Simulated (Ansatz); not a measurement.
# Bi2Te3: the cost of one run

Method: DFT PBE, scalar-relativistic, plane waves, PAW, in Ansatz 0.2.0.

4 further runs of the same task are left out: 4 set aside as unsound or not needed. Runs told in other sessions of the task aren't counted.

### Step 1. The system as given

The structure is trigonal, space group R-3m (No. 166). The conventional cell has a = 4.447 Å, b = 4.447 Å, c = 32.169 Å, α = 90.00°, β = 90.00°, γ = 120.00°. Bi (site symmetry 3m) has 6 Te at 3.09 to 3.29 Å in its first shell of neighbours. Te (site symmetry -3m) is surrounded by 6 Bi at 3.29 Å. Te (site symmetry 3m) is surrounded by 3 Bi at 3.09 Å.

As a file:

```
Bi Te
1.0
    -4.44655    0.00000    0.00000
    -2.22327   -3.85082    0.00000
     0.00000    0.00000   32.16867
Bi Te
6 9
Cartesian
  -4.4465 -2.5672 23.5005
  -4.4465 0.0000 12.7776
  -2.2233 -1.2836 2.0548
  -4.4465 -2.5672 30.1139
  -4.4465 0.0000 19.3910
  -2.2233 -1.2836 8.6681
  -4.4465 -2.5672 10.7229
  0.0000 0.0000 0.0000
  -2.2233 -1.2836 21.4458
  -4.4465 -2.5672 17.6724
  -6.6698 -3.8508 6.9495
  -2.2233 -1.2836 28.3953
  -4.4465 -2.5672 3.7734
  -4.4465 0.0000 25.2192
  -2.2233 -1.2836 14.4963
```

It is built from the cell relaxed beforehand with the same method (36.72 Å³/atom).

### Step 2. The undisturbed cell

Input file input.yaml:

```yaml
crystal:
  lattice:
    - [-4.4465493992, 0.0, 0.0]
    - [-2.2232746996, -3.8508247389, 0.0]
    - [0.0, 0.0, 32.1686732172]
  atoms:
    - { symbol: Bi, position: [0.6666666667, 0.6666666667, 0.7305409674] }
    - { symbol: Bi, position: [1.0, 0.0, 0.3972076341] }
    - { symbol: Bi, position: [0.3333333333, 0.3333333333, 0.0638743008] }
    - { symbol: Bi, position: [0.6666666667, 0.6666666667, 0.9361256992] }
    - { symbol: Bi, position: [1.0, 0.0, 0.6027923659] }
    - { symbol: Bi, position: [0.3333333333, 0.3333333333, 0.2694590326] }
    - { symbol: Te, position: [0.6666666667, 0.6666666667, 0.3333333333] }
    - { symbol: Te, position: [0.0, 0.0, 0.0] }
    - { symbol: Te, position: [0.3333333333, 0.3333333333, 0.6666666667] }
    - { symbol: Te, position: [0.6666666667, 0.6666666667, 0.5493666538] }
    - { symbol: Te, position: [1.0, 1.0, 0.2160333205] }
    - { symbol: Te, position: [0.3333333333, 0.3333333333, 0.8826999872] }
    - { symbol: Te, position: [0.6666666667, 0.6666666667, 0.1173000128] }
    - { symbol: Te, position: [1.0, 0.0, 0.7839666795] }
    - { symbol: Te, position: [0.3333333333, 0.3333333333, 0.4506333462] }
basis:
  ecutwfc: 420
kpoints:
  mp_grid: { grid: [9, 9, 1] }
hamiltonian:
  xc: pbe
scf:
  occupations: { method: gaussian, width: 0.05 }
output:
  forces: true
  stress: true
  eigenvalues: true
  write_density: true
  write_potential: true
  elf: true
  volumetric_format: npy
```

Run with:

```sh
> ansatz run input.yaml --threads 2 --pin off --max-ram 5120MiB --backend cpu --events-out ev --progress --plain --runs-dir out
```

Q: Estimate wall time and peak memory on 2 threads of AMD EPYC 9R45 (Zen 5), shared host.

About 17 s, with a peak of 1.5 GiB.
